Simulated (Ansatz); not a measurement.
**Scaling over threads: r2SCAN, ScZn (Pm-3m), atoms displaced at random by about 0.04 Å along each cell vector**

The runs below are of Ansatz 0.2.0 on an Arm Neoverse N1 node (56 of its 64 cores, memory capped at 64 GiB), one at a time and with no other job on the machine; times are wall-clock times from launch to exit. Times and memory are rounded to two significant figures, and ratios are formed from the unrounded values. A row is a single run, so small differences between rows aren't established. Precision is the program's default, which can work at lower precision in parts of a run.

Commands are shown without the flags for output files and display.

The PAW files were made with PBE. For this functional the program regenerates the frozen cores at set-up.

| Quantity | Value |
| --- | --- |
| atoms | 2 |
| valence electrons | 23 |
| cell volume | 37.06 Å³ |
| cutoff (chosen by the program) | 500 eV |
| k mesh | 12×12×12 |
| k points solved | 868 |
| symmetry operations used (translations within a supercell counted) | 1 |
| plane waves at Γ | 925 |
| dense FFT grid | 30×30×30 |
| bands at the start | 16 |
| spin | none |
| first density | atoms corrected by the program's trained network |

Input:

```yaml
accuracy: high
crystal:
  lattice:
    - [3.334019, 0.000000, 0.000000]
    - [0.000000, 3.334019, 0.000000]
    - [0.000000, 0.000000, 3.334019]
  atoms:
    - { symbol: Sc, position: [-0.009666, -0.007572, 0.004521] }
    - { symbol: Zn, position: [0.506261, 0.488247, 0.491471] }
kpoints:
  mp_grid: { grid: [12, 12, 12] }
hamiltonian:
  xc: r2scan
scf:
  occupations: { method: fermi_dirac, width: 0.1 }
output: { forces: true, stress: true, eigenvalues: true }
```

Commands:

```bash
taskset -c 8-63 ansatz run input.yaml --threads 1 --backend cpu --max-ram 64GiB
taskset -c 8-63 ansatz run input.yaml --threads 8 --backend cpu --max-ram 64GiB
taskset -c 8-63 ansatz run input.yaml --threads 56 --backend cpu --max-ram 64GiB
```

```csv
threads,wall time,speed-up,efficiency,SCF clock,outside it,CPU time,SCF iterations,peak memory (GiB),workers pinned
1,5.4 min,1.0,100 %,5.4 min,1.7 s,5.4 min,11,1.2,no
56,7.5 s,44,78 %,6.8 s,0.68 s,6.0 min,11,1.9,yes
```

The SCF clock is the program's own. It runs from the start of the first SCF loop to the final result and holds forces, stress, later SCFs and response steps. Outside it lie start-up, exit and the set-up ahead of the first loop, which depends on the cell and the method.

Speed-up and efficiency count from the run on 1 thread. What limits the scaling wasn't traced.

The workers were bound to cores in some of these runs and not in others, so the runs aren't quite one series.

Task: What is the wall time on 8 threads?

Result: It took 42 s, a speed-up of 7.8 and an efficiency of 97 %, with 5.4 min of CPU time. Remarks: workers unbound. «workers unbound»: the program didn't bind its workers to cores in this run.
